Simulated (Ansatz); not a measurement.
## CH2AsN, SMILES C1=N[AsH]1: an active-space calculation, step by step

Computed with the Ansatz DFT code, driven from Python.

Input file `ch2asn.xyz`:
```text
5

C     0.02190   -0.73470    0.27510
N    -1.19370    0.08630    0.24290
As   -0.10050    0.51130   -1.09270
H     0.61440   -1.46780    0.74170
H     0.70780    1.53130   -0.20840
```

Run as a notebook:

In [1]:
```python
import ansatz as az
```

In [2]:
```python
BASIS_SET = 'def2-SVP'
```

In [3]:
```python
geometry = az.Crystal.molecule_from_extxyz('ch2asn.xyz')
```

In [4]:
```python
calc = geometry.calculation()
calc = calc.basis(gaussian=BASIS_SET).accuracy('medium')
calc = calc.correlation(active_electrons=6, active_orbitals=7)
for method in ['sc_nevpt2']:
    summary = (calc if method is None else calc.correlation(method)).run(threads=1).report
    space = summary['configurations']
    state = space['states'][0]
    print(method or 'casscf', f'total {summary["free_energy_ev"] / 27.211386246:.6f} Ha, active-space state {state["energy"]["hartree"]:.6f} Ha, mean field {summary["reference_energy_ev"] / 27.211386246:.6f} Ha')
    print('  determinants', state['n_determinants'], ' natural occupations', [round(n, 3) for n in space['natural_occupations']])
```
```text
RunWarning: the results are in doubt because another end's mean lies 0.592 eV lower, and its corrected mean 0.143 eV higher
sc_nevpt2 total -2327.694215 Ha, active-space state -2327.268708 Ha, mean field -2327.160284 Ha
  determinants 1225  natural occupations [1.965, 1.956, 1.858, 0.137, 0.052, 0.026, 0.006]
```

Caveats:
- The settings weren't tested for convergence.
- Warnings are shown shortened and without file and line.
- The geometry is a force-field or estimated start, not a minimum of this method, and the basis set is short of its limit. The active space starts as a window about the frontier orbitals and is then optimised, not chosen by chemistry.
- A lower CASSCF solution was found and passed over, so the printed active-space state isn't the lowest.
- Timing: 13 s on 1 thread of Arm Neoverse V1, on a shared host, peak memory 0.22 GiB.

(Lines on the test bed's own set-up are left out of the output.)
